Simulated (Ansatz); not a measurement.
# BH₄PSSe: how energies converge with the basis set

How large a basis does BH₄PSSe need? Two functionals are run in growing sets.

The runs use Ansatz 0.2.0, Gaussian basis; one geometry, several basis sets.

Levels to be run: PBE0-D4/def2-SVP; ωB97M-V/def2-SVP; PBE0-D4/def2-QZVPP; ωB97M-V/def2-QZVPP; the functionals' def2-TZVPP values are taken from earlier runs.

## (1) The relaxed structure

An earlier PBE0-D4 in a triple-zeta def2 set relaxation fixed the geometry.

8 atoms, charge 0, spin multiplicity 1.

Atoms are counted from 1 here; the program's logs count them from 0.

Bond lengths: B1–P2 1.923 Å, B1–Se4 2.152 Å, B1–H5 1.194 Å, B1–H6 1.195 Å, P2–S3 2.088 Å, P2–Se4 2.365 Å, S3–H7 1.346 Å, Se4–H8 1.472 Å. Angles: P2–B1–Se4 70.7°, P2–B1–H5 115.0°, P2–B1–H6 119.2°, Se4–B1–H5 109.2°, Se4–B1–H6 107.6°, H5–B1–H6 121.6°, B1–P2–S3 100.1°, B1–P2–Se4 59.2°, S3–P2–Se4 100.0°, P2–S3–H7 96.7°, B1–Se4–P2 50.1°, B1–Se4–H8 97.7°, P2–Se4–H8 94.6°.

Coordinates:

```xyz
8
BH4PSSe
B    -1.03540    0.51367    0.08473
P     0.73824    0.41701   -0.65143
S     1.86863    0.58768    1.09542
Se   -0.47923   -1.55077   -0.16337
H    -1.89386    0.78651   -0.69951
H    -1.17091    0.71311    1.25518
H     3.04169    0.20180    0.56087
H    -0.97695   -1.72611   -1.53770
```

## (2) PBE0-D4 in def2-SVP

Contents of in.yaml:

```yaml
crystal:
  periodic: [false, false, false]
  atoms:
    - {symbol: B, position_ang: [-1.035402, 0.513669, 0.084732]}
    - {symbol: P, position_ang: [0.738237, 0.417012, -0.651432]}
    - {symbol: S, position_ang: [1.868628, 0.587681, 1.095423]}
    - {symbol: Se, position_ang: [-0.479230, -1.550772, -0.163368]}
    - {symbol: H, position_ang: [-1.893863, 0.786507, -0.699508]}
    - {symbol: H, position_ang: [-1.170910, 0.713112, 1.255181]}
    - {symbol: H, position_ang: [3.041693, 0.201798, 0.560870]}
    - {symbol: H, position_ang: [-0.976952, -1.726107, -1.537699]}
basis:
  gaussian: {orbitals: def2-SVP}
hamiltonian: {xc: pbe0, dispersion: d4}
output: {orbitals: {seedname: orbitals}}
```

Further steps of the session: ωB97M-V in def2-SVP; PBE0-D4 in def2-QZVPP; ωB97M-V in def2-QZVPP.

Before running them: what should the planned runs give, taken together? Wanted: PBE0-D4: double and triple zeta above quadruple; ωB97M-V: double and triple zeta above quadruple.

The runs gave:

```
                                       quantity           value
PBE0-D4: double and triple zeta above quadruple  17.93, 2.04 eV
ωB97M-V: double and triple zeta above quadruple  17.86, 1.96 eV
```

In words: PBE0-D4 gains 15.89 eV from double to triple zeta, then 2.04 eV more. These are total energies; as a rule much of such shifts cancels in differences, which this series doesn't test.
